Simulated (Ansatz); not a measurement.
# SnP5: the cost of one run

Program: Ansatz 0.2.0. Level of theory: DFT PBE, scalar-relativistic, plane waves, PAW. These are calculated values, not measurements.

1 further run of the same task is left out (set aside as unsound or not needed). Runs told in other sessions of the task aren't counted.

## Step 1: The structure to begin with

The structure is tetragonal, space group P4/mmm (No. 123). The conventional cell has a = 3.951 Å, b = 3.951 Å, c = 7.686 Å, α = 90.00°, β = 90.00°, γ = 90.00°. Around Sn (site symmetry 4/mmm) lie 4 P at 2.79 Å. P (site symmetry 4mm) is surrounded by 5 P at 2.39 to 2.45 Å. P (site symmetry 4/mmm) is surrounded by 2 P at 2.39 Å and 4 Sn at 2.79 Å. P (site symmetry mmm) has 8 P at 2.45 to 2.79 Å in its first shell of neighbours.

Structure file:

```
CELL_PARAMETERS angstrom
3.95071 0.00000 0.00000
0.00000 3.95071 0.00000
0.00000 0.00000 7.68582
ATOMIC_POSITIONS crystal
Sn 0.00000 0.00000 0.50000
P 0.50000 0.50000 0.81038
P 0.50000 0.50000 0.18962
P 0.50000 0.50000 0.50000
P 0.00000 0.50000 0.00000
P 0.50000 0.00000 0.00000
```

The cell was relaxed beforehand at this level, from a generated guess; it is a trial structure. At a tolerance of 0.05 Å it has space group P4/mmm (No. 123); it has 19.99 Å³/atom, an uncorrected energy of +0.47 eV/atom over the elements.

## Step 2: Bands, states and charges

input.yaml reads:

```yaml
crystal:
  lattice:
    - [3.9507114604, 0.0, 0.0]
    - [0.0, 3.9507114604, 0.0]
    - [0.0, 0.0, 7.6858178306]
  atoms:
    - { symbol: Sn, position: [0.0, 0.0, 0.5] }
    - { symbol: P, position: [0.5, 0.5, 0.8103761621] }
    - { symbol: P, position: [0.5, 0.5, 0.1896238379] }
    - { symbol: P, position: [0.5, 0.5, 0.5] }
    - { symbol: P, position: [0.0, 0.5, 0.0] }
    - { symbol: P, position: [0.5, 0.0, 0.0] }
basis:
  ecutwfc: 420
kpoints:
  mp_grid: { grid: [10, 10, 6] }
  band_path:
    path:
      - [[0.0, 0.0, 0.0], [0.0, 0.5, 0.0], [0.5, 0.5, 0.0], [0.0, 0.0, 0.0], [0.0, 0.0, 0.5], [0.0, 0.5, 0.5], [0.5, 0.5, 0.5], [0.0, 0.0, 0.5]]
      - [[0.0, 0.5, 0.0], [0.0, 0.5, 0.5]]
      - [[0.5, 0.5, 0.0], [0.5, 0.5, 0.5]]
    npoints: 14
hamiltonian:
  xc: pbe
scf:
  occupations: { method: gaussian, width: 0.1 }
  n_extra_bands: 15
output:
  forces: true
  stress: true
  eigenvalues: true
  populations: true
  dos: { projected: true, de: 0.02, nscf_kmesh: { grid: [12, 12, 8] } }
  bader: true
  write_density: true
  write_potential: true
  elf: true
  volumetric_format: npy
```

On the command line:

```sh
ansatz run input.yaml --threads 1 --pin off --max-ram 2560MiB --backend cpu --events-out ev --progress --plain --runs-dir out
```

**Question.** How long does this run take on 1 thread of Intel Xeon at 2.50GHz (Skylake/Cascade Lake), shared host, and how much memory does it need?

About 3 min, with a peak of 0.65 GiB.
